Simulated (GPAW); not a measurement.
# IrPd3 (I4/mmm) in GPAW: reference runs

How does IrPd3 come out in PBEsol? The cell is run as given.

Program: GPAW 26.7.0. These are calculated values, not measurements. Logs are shortened: lines on timing, memory, paths and dates and some standing lists are left out, and cuts for length are marked. The log counts tension as positive stress, the text compression.

### 1 The structure

Symmetry: I4/mmm, No. 139, tetragonal system. The conventional cell has a = 3.939 Å, b = 3.939 Å, c = 7.786 Å, α = 90.00°, β = 90.00°, γ = 90.00°. Ir (site symmetry 4/mmm) is surrounded by 12 Pd at 2.77 to 2.79 Å. Pd (site symmetry 4/mmm) has 8 Pd at 2.77 Å and 4 Ir at 2.79 Å as nearest neighbours. Pd (site symmetry -4m2) is surrounded by 4 Ir at 2.77 Å and 8 Pd at 2.77 to 2.79 Å.

The cell comes from a database or a generator and needn't be the stable form of this composition.

### 2 Single point, PBEsol

Input file run.py:

```python
from ase import Atoms
from ase.dft.bandgap import bandgap
from ase.io import write
from ase.units import GPa
from gpaw import GPAW, PW, setup_paths

setup_paths.insert(0, '.')

atoms = Atoms(['Ir', 'Pd', 'Pd', 'Pd'],
              cell=[[-1.969463, 1.969463, 3.89285],
                    [1.969463, -1.969463, 3.89285],
                    [1.969463, 1.969463, -3.89285]],
              scaled_positions=[[0.0, 0.0, 0.0],
                                [0.5, 0.5, 0.0],
                                [0.25, 0.75, 0.5],
                                [0.75, 0.25, 0.5]],
              pbc=True)

calc = GPAW(mode=PW(600),
            xc='PBEsol',
            kpts={'size': (10, 10, 10), 'gamma': True},
            occupations={'name': 'fermi-dirac', 'width': 0.05},
            nbands=54,
            convergence={'density': 1e-05, 'energy': 1e-05},
            maxiter=150,
            txt='gpaw.txt')
atoms.calc = calc
energy = atoms.get_potential_energy()
forces = atoms.get_forces()
stress = atoms.get_stress()
calc.write('gs.gpw')
write('result.traj', atoms)
print(f'Energy: {energy:.6f} eV')
print('Forces (eV/A):')
print(forces.round(4))
print('Stress (GPa):', (stress / GPa).round(3))
print('Fermi level:', round(calc.get_fermi_level(), 4), 'eV')
print(f'Gap: {bandgap(calc)[0]:.4f} eV, direct: {bandgap(calc, direct=True)[0]:.4f} eV')
```

Potentials or basis: PAW data sets generated in the run's folder for this functional, pw.

Run with:

```sh
> gpaw-setup -f PBEsol Ir Pd
> OMP_NUM_THREADS=1 python run.py
```

gpaw.txt:

```text
__  _  _
 | _ |_)|_||  |
 |__||  | ||/\| - 26.7.0

Input parameters:
  mode=PW(ecut=600.0),
  convergence={'density': 1e-05, 'energy': 1e-05},
  kpts=MonkhorstPack(size=(10, 10, 10), gamma=True),
  maxiter=150,
  nbands=54,
  occupations=Occupations(name='fermi-dirac', width=0.05),
  xc=XC(name='PBEsol')

Diagonalizing LCAO Hamiltonian
Converting LCAO to pw mode

       Pd
         Pd

            Pd

       Ir

Atoms  # Å, Bohr magnetons
|   | symbol |        x |        y |        z |    initial magnetic moments |
|---|--------|----------|----------|----------|-----------------------------|
| 0 |     Ir | 0.000000 | 0.000000 | 0.000000 | ( 0.0000,  0.0000,  0.0000) |
| 1 |     Pd | 0.000000 | 0.000000 | 3.892850 | ( 0.0000,  0.0000,  0.0000) |
| 2 |     Pd | 1.969463 | 0.000000 | 1.946425 | ( 0.0000,  0.0000,  0.0000) |
| 3 |     Pd | 0.000000 | 1.969463 | 1.946425 | ( 0.0000,  0.0000,  0.0000) |

Unit cell  # Å
| periodic |         x |         y |         z |  lengths |     angles |
|----------|-----------|-----------|-----------|----------|------------|
|      yes | -1.969463 |  1.969463 |  3.892850 | 4.786632 | 131.408011 |
|      yes |  1.969463 | -1.969463 |  3.892850 | 4.786632 | 131.408011 |
|      yes |  1.969463 |  1.969463 | -3.892850 | 4.786632 |  71.165632 |

Number of symmetries: 16
Symmetry operations  # r_c * U_cc + t_c -> r_c
|    | kind |            matrix            |
|----|------|------------------------------|
|  0 |  σ   |  1, 1, 1,  0, 0,-1,  0,-1, 0 |
|  1 |  C4  |  1, 1, 1,  0, 0,-1, -1, 0, 0 |
|  2 |  E   |  1, 0, 0,  0, 1, 0,  0, 0, 1 |
|  3 |  σ   |  1, 0, 0,  0, 1, 0, -1,-1,-1 |
|  4 |  σ   |  0, 1, 0,  1, 0, 0,  0, 0, 1 |
|  5 |  C2  |  0, 1, 0,  1, 0, 0, -1,-1,-1 |
|  6 |  C2  |  0, 0, 1, -1,-1,-1,  1, 0, 0 |
|  7 |  S4  |  0, 0, 1, -1,-1,-1,  0, 1, 0 |
|  8 |  C4  |  0, 0,-1,  1, 1, 1,  0,-1, 0 |
|  9 |  σ   |  0, 0,-1,  1, 1, 1, -1, 0, 0 |
| 10 |  σ   |  0,-1, 0, -1, 0, 0,  1, 1, 1 |
| 11 |  C2  |  0,-1, 0, -1, 0, 0,  0, 0,-1 |
| 12 |  C2  | -1, 0, 0,  0,-1, 0,  1, 1, 1 |
| 13 |  i   | -1, 0, 0,  0,-1, 0,  0, 0,-1 |
| 14 |  S4  | -1,-1,-1,  0, 0, 1,  1, 0, 0 |
| 15 |  C2  | -1,-1,-1,  0, 0, 1,  0, 1, 0 |

BZ-sampling:
  Number of BZ points: 1000
  Number of IBZ points: 102

  Monkhorst-Pack size: [10, 10, 10]
  Monkhorst-Pack shift: [0.05, 0.05, 0.05]

K-points  # in reciprocal-cell coordinates
|     |                                coordinates |     weight |
|-----|--------------------------------------------|------------|
|   0 | (  0.00000000,   0.00000000,   0.00000000) | 0.00100000 |
|   1 | (  0.10000000,  -0.10000000,   0.00000000) | 0.00400000 |
|   2 | (  0.10000000,  -0.10000000,   0.10000000) | 0.00400000 |
|   3 | (  0.10000000,   0.00000000,   0.00000000) | 0.00800000 |
|   4 | (  0.10000000,   0.10000000,  -0.10000000) | 0.00200000 |
|   5 | (  0.20000000,  -0.20000000,   0.00000000) | 0.00400000 |
|   6 | (  0.20000000,  -0.20000000,   0.10000000) | 0.00800000 |
|   7 | (  0.20000000,  -0.20000000,   0.20000000) | 0.00400000 |
|   8 | (  0.20000000,  -0.10000000,   0.00000000) | 0.01600000 |
|   9 | (  0.20000000,  -0.10000000,   0.10000000) | 0.00800000 |
| ... |                                            |            |
| 101 | (  0.50000000,   0.50000000,   0.50000000) | 0.00100000 |

Plane wave coefficients: 2047
Cutoff: 600.0 eV

Spin-components: 1 (collinear spins)
Bands:           54
Projectors:      24
Spin-degeneracy: 2
Datatype:        complex128

Parallelization:
  kpt:    1
  domain: 1
  band:   1

Density:
  Valence electrons: 63.0
  Components: 1
  Grid points: [28 28 28]
  Charge: 0.0  # |e|

Potential:
  Grid points: [28 28 28]

species:
  Ir:
    name:    Iridium
    Z:       77.0
    valence: 15
    core:    62
    charge:  0.0  # [|e|]
    compensation charges:
      type: gauss
      rc: 0.40  # [Å]
      lmax: 2
    cutoffs:
      filter: 2.40  # [Å]
      core: 2.36  # [Å]
    projectors
    | kind |    occ | energy [eV] | rcut [Å] |
    |------|--------|-------------|----------|
    |   6s |  2.000 |      -6.350 |    1.296 |
    |   5p |  6.000 |     -54.763 |    1.328 |
    |   6p |  0.000 |      -1.184 |    1.328 |
    |   5d |  7.000 |      -7.197 |    1.286 |
    |    s |        |      20.861 |    1.296 |
    |    d |        |      20.014 |    1.286 |

    Using partial waves for Ir as LCAO basis

  Pd:
    name:    Palladium
    Z:       46.0
    valence: 16
    core:    30
    charge:  0.0  # [|e|]
    compensation charges:
      type: gauss
      rc: 0.38  # [Å]
      lmax: 2
    cutoffs:
      filter: 2.38  # [Å]
      core: 2.28  # [Å]
    projectors
    | kind |    occ | energy [eV] | rcut [Å] |
    |------|--------|-------------|----------|
    |   5s |  0.000 |      -3.290 |    1.228 |
    |   4p |  6.000 |     -51.151 |    1.360 |
    |   5p |  0.000 |      -0.235 |    1.360 |
    |   4d | 10.000 |      -4.049 |    1.228 |
    |    s |        |      23.922 |    1.228 |
    |    d |        |      23.162 |    1.228 |

    Using partial waves for Pd as LCAO basis

Reference energy: -895829.682378  # eV

eigensolver:
  PPCG
  Converge bands: occupied
  niter=2

density mixing:
  MSR1-Mixer
  Pratt-step length: 0.05
  Maximum mixing coefficient: 0.75
  Old densities: 10
  SVD Regularization: 0.005
  Good broyden scale: 1.0
  Trust region scale: 1.0
  Backstep threshold: 4.0
  History deletion threshold: 6.0
  Fourier metric: weight=20.0, sigma=0.015

occupation numbers:
  Fermi-Dirac:
    width: 0.0500  # eV

poisson solver:
  ecut: 4800.0  # eV

xc functional:
  name: PBEsol with 2 nearest neighbor stencil

convergence criteria:
- Maximum integral of absolute [dens]ity change: 1e-05 electrons / valence electron
- Maximum [total energy] change in last 3 cyles: 1e-05 eV / valence electron
- Maximum integral of absolute [eigenst]ate change: 4e-08 eV^2 / valence electron
maximum number of iterations: 150

SCF iterations
|iter     | |      energy | eigst |  dens |
|---------|-|-------------|-------|-------|
|iter:   1| |  -33.087939 | +0.46 |       |
|iter:   2| |  -28.590933 | -1.21 | -0.84 |
|iter:   3| |  -24.424284 | -0.88 | -0.93 |
|iter:   4| |  -23.893050 | -1.77 | -1.43 |
|iter:   5| |  -23.609403 | -2.54 | -1.48 |
|iter:   6| |  -23.531519 | -2.96 | -1.79 |
|iter:   7| |  -23.514917 | -3.24 | -2.15 |
|iter:   8| |  -23.505365 | -3.74 | -2.28 |
|iter:   9| |  -23.505248 | -4.45 | -2.95 |
|iter:  10| |  -23.505296c| -5.54 | -3.78 |
|iter:  11| |  -23.505297c| -6.23 | -4.55 |
|iter:  12| |  -23.505298c| -7.00 | -4.85 |
|iter:  13| |  -23.505297c| -7.73c| -5.34c|

Converged in 13 steps
Energy contributions relative to reference atoms: (reference = -895829.682378)

Energy contributions:
  Kinetic:         -29.137097
  Coulomb:          12.528469
  Zero:             -0.629533
  External:          0.000000
  Xc:               -6.237775
  Entropy:          -0.058723
  Spinorbit:         0.000000
  ----------------------------
  Free energy:     -23.534659
  Extrapolated:    -23.505297

dipole moment: (-13.012974, -13.012974, -2.454708)  # |e|*Ang

Fermi level: 10.174
Eigenvalues  # (at kpt = [0.000, 0.000, 0.000])
| band index |      eig [eV] | occ [0-2] |
|------------|---------------|-----------|
|          0 |       -40.156 |     2.000 |
|        ... |               |           |
|         21 |         7.037 |     2.000 |
|         22 |         7.037 |     2.000 |
|         23 |         7.167 |     2.000 |
|         24 |         8.432 |     2.000 |
|         25 |         8.595 |     2.000 |
|         26 |         8.717 |     2.000 |
[... 8 lines left out ...]
|         35 |        18.398 |     0.000 |
|         36 |        18.851 |     0.000 |
|        ... |               |           |
|         53 |        36.026 |     0.000 |

No gap
No difference between direct/indirect transitions

Forces  # eV/Ang
|        x |        y |        z |
|----------|----------|----------|
|  0.00000 |  0.00000 | -0.00000 |  # Ir   0
|  0.00000 | -0.00000 | -0.00000 |  # Pd   1
| -0.00000 |  0.00000 |  0.00000 |  # Pd   2
|  0.00000 | -0.00000 |  0.00000 |  # Pd   3

Stress tensor  # eV/Ang^3
|         x |        y |         z |
|-----------|----------|-----------|
|  0.067774 | 0.000000 | -0.000000 |
|  0.000000 | 0.067774 |  0.000000 |
| -0.000000 | 0.000000 |  0.070004 |

# Writing to gs.gpw (mode='')
```

Run time: 6.1 min. Hardware: 1 thread of Arm Neoverse V2, shared host; peak memory 0.39 GiB.

Results:

* Free energy: -23.5347 eV
* Pressure: -11.0 GPa
* Band gap on the k mesh: none (metal or under the smearing width)
